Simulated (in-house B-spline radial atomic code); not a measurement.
**Ta⁶⁰⁺: excited configurations**

Wanted: excitation energies of Ta⁶⁰⁺ as differences of total energies (ΔSCF).

The numbers are computed with in-house B-spline radial atomic code version 1 (Dirac-Hartree-Fock, average of configuration, Fermi nucleus, basis-set limit), except any that are marked as measured or tabulated.

**1. Starting point**

```
element       : tantalum (Z = 73)
charge        : +60
electrons     : 13
configuration : [Ne] 3s2 3p1
Hamiltonian   : Dirac-Coulomb
nucleus       : Fermi, rms radius 5.351 fm
```

The outer shells:

[Ne] 3s2 3p1
```
[Ne] core
3s [↑↓]
3p [↑ ][  ][  ]
```

The boxes draw the filling by Hund's rule, which heavy ions in jj coupling don't follow; these runs average over all states of the configuration.

The run's settings:

```ini
Z = 73
electrons = 13.0
configuration = [Ne] 3s2 3p1
hamiltonian = dirac
method = hf
spin_polarised = False
nucleus = fermi
rms_radius = 5.3507
mass_number = 181
atomic_mass = 180.947998528
speed_of_light = 137.035999084
```

This reference run was done before. Its total energy is -11478.084805 hartree, and its levels are (the highest eight at most):

```csv
orbital,occupation,energy (eV),<r> (bohr)
1s1/2,2,-72785.7,0.01865
2s1/2,2,-16466.6,0.07712
2p1/2,2,-15972.3,0.06396
2p3/2,4,-14661.5,0.07143
3s1/2,2,-6662.04,0.1870
3p1/2,0.333333,-6512.39,0.1756
3p3/2,0.666667,-6166.19,0.1865
```

**2. Run with [Ne] 3s2 5s1**

The run's settings:

```ini
Z = 73
electrons = 13.0
configuration = [Ne] 3s2 5s1
hamiltonian = dirac
method = hf
spin_polarised = False
nucleus = fermi
rms_radius = 5.3507
mass_number = 181
atomic_mass = 180.947998528
speed_of_light = 137.035999084
```

**3. Run with [Ne] 3s2 4s1**

Changes to the settings of step 2:

```diff
@@ -2,3 +2,3 @@
 electrons = 13.0
-configuration = [Ne] 3s2 5s1
+configuration = [Ne] 3s2 4s1
 hamiltonian = dirac
```

**4. [Ne] 3s1 3p1 6s1**

Changes to the settings of step 3:

```diff
@@ -2,3 +2,3 @@
 electrons = 13.0
-configuration = [Ne] 3s2 4s1
+configuration = [Ne] 3s1 3p1 6s1
 hamiltonian = dirac
```

**5. Configuration [He] 2s2 2p5 3s2 3p1 6f1**

Changes to the settings of step 4:

```diff
@@ -2,3 +2,3 @@
 electrons = 13.0
-configuration = [Ne] 3s1 3p1 6s1
+configuration = [He] 2s2 2p5 3s2 3p1 6f1
 hamiltonian = dirac
```

**6. Run with [Ne] 3s1 3p1 4s1**

Changes to the settings of step 5:

```diff
@@ -2,3 +2,3 @@
 electrons = 13.0
-configuration = [He] 2s2 2p5 3s2 3p1 6f1
+configuration = [Ne] 3s1 3p1 4s1
 hamiltonian = dirac
```

**Question.** How far above the reference does each configuration lie (order and size, in eV)?

The runs gave:

| net move | configuration | energy above the reference (eV) | with Breit, QED, recoil (eV) | largest <r> (bohr) |
| --- | --- | --- | --- | --- |
| 3p → 4s | [Ne] 3s2 4s1 | 2687.70 | 2684.49 | 0.346 |
| 3s → 4s | [Ne] 3s1 3p1 4s1 | 3074.01 | 3067.43 | 0.284 |
| 3p → 5s | [Ne] 3s2 5s1 | 4039.33 | 4034.01 | 0.555 |
| 3s → 6s | [Ne] 3s1 3p1 6s1 | 5131.02 | 5121.42 | 0.812 |
| 2p → 6f | [He] 2s2 2p5 3s2 3p1 6f1 | 13669.2 | 13639.3 | 0.776 |

Quantum defects of the promoted electron, δ = n − ζ/√(−2ε) with ζ = 61 and ε its orbital energy in hartree:

| promotion | δ |
| --- | --- |
| 3p → 4s | 0.247 |
| 3s → 4s | 0.467 |
| 3p → 5s | 0.248 |
| 3s → 6s | 0.292 |
| 2p → 6f | 0.037 |

What this shows: At the bottom stands 3p → 4s (2687.70 eV), at the top 2p → 6f (13669.2 eV). 1 of them lies more than 2 % above the ionisation threshold that Koopmans' theorem gives (6166.19 eV), where such states can decay by emitting an electron. Of those tabulated, the defect is largest for 4s (0.47) and least for 6f (0.04); at this charge much of the defect is relativistic. Two partly filled shells share a symmetry and can mix in the average, which may lower the energy, for: 3s → 4s; 3s → 6s; 2p → 6f. These are averages over configurations, without correlation, not spectroscopic levels.
